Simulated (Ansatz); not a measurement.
# Zr2P3S: the cost of one run

Computed with Ansatz 0.2.0 (DFT PBEsol, scalar-relativistic, plane waves, PAW).

### 1 The system as given

It takes space group P4mm (No. 99, tetragonal). The conventional cell has a = 3.600 Å, b = 3.600 Å, c = 7.859 Å, α = 90.00°, β = 90.00°, γ = 90.00°. Around Zr (site symmetry 4mm) lie 8 P at 2.70 to 2.76 Å and 1 S at 2.80 Å. Zr (site symmetry 4mm) has 4 S at 2.69 Å and 5 P at 2.75 to 2.80 Å as nearest neighbours. Around P (site symmetry 2mm) lie 4 P at 2.55 Å and 4 Zr at 2.75 to 2.76 Å. P (site symmetry 4mm) is surrounded by 5 Zr at 2.70 to 2.80 Å. Around S (site symmetry 4mm) lie 5 Zr at 2.69 to 2.80 Å.

As a file:

```cif
data_structure
_symmetry_space_group_name_H-M 'P 1'
_symmetry_Int_Tables_number 1
_cell_length_a 3.6000
_cell_length_b 3.6000
_cell_length_c 7.8585
_cell_angle_alpha 90.000
_cell_angle_beta 90.000
_cell_angle_gamma 90.000
_cell_volume 101.85
loop_
_atom_site_label
_atom_site_type_symbol
_atom_site_fract_x
_atom_site_fract_y
_atom_site_fract_z
_atom_site_occupancy
Zr1 Zr 0.50000 0.50000 0.26578 1
Zr2 Zr 0.00000 0.00000 0.73489 1
P1 P 0.50000 0.00000 0.99879 1
P2 P 0.00000 0.50000 0.99879 1
P3 P 0.00000 0.00000 0.37912 1
S1 S 0.50000 0.50000 0.62262 1
```

It goes back to an entry of the Materials Project, which need not be the stable form.

This cell was relaxed beforehand with the same method: volume 16.97 Å³/atom, gap on the mesh none (metal).

### 2 The cell under PBEsol

The input, input.yaml:

```yaml
crystal:
  lattice:
    - [3.5999935648, 0.0, 0.0]
    - [0.0, 3.5999935648, 0.0]
    - [0.0, 0.0, 7.8585018564]
  atoms:
    - { symbol: Zr, position: [0.5, 0.5, 0.2657811334] }
    - { symbol: Zr, position: [0.0, 0.0, 0.7348943216] }
    - { symbol: P, position: [0.5, 0.0, 0.998793581] }
    - { symbol: P, position: [0.0, 0.5, 0.998793581] }
    - { symbol: P, position: [0.0, 0.0, 0.3791223569] }
    - { symbol: S, position: [0.5, 0.5, 0.6226150162] }
basis:
  ecutwfc: 420
kpoints:
  mp_grid: { grid: [10, 10, 6] }
hamiltonian:
  xc: pbesol
scf:
  occupations: { method: gaussian, width: 0.1 }
output:
  forces: true
  stress: true
  eigenvalues: true
relax:
  adjacent_minimum: "off"
  f_tol: 0.005
  max_steps: 50
  cell: { stress_tol: 0.05 }
```

What time and memory should one allow on 1 thread of an Arm CPU, shared host?

About 3.3 min, with a peak of 0.48 GiB.
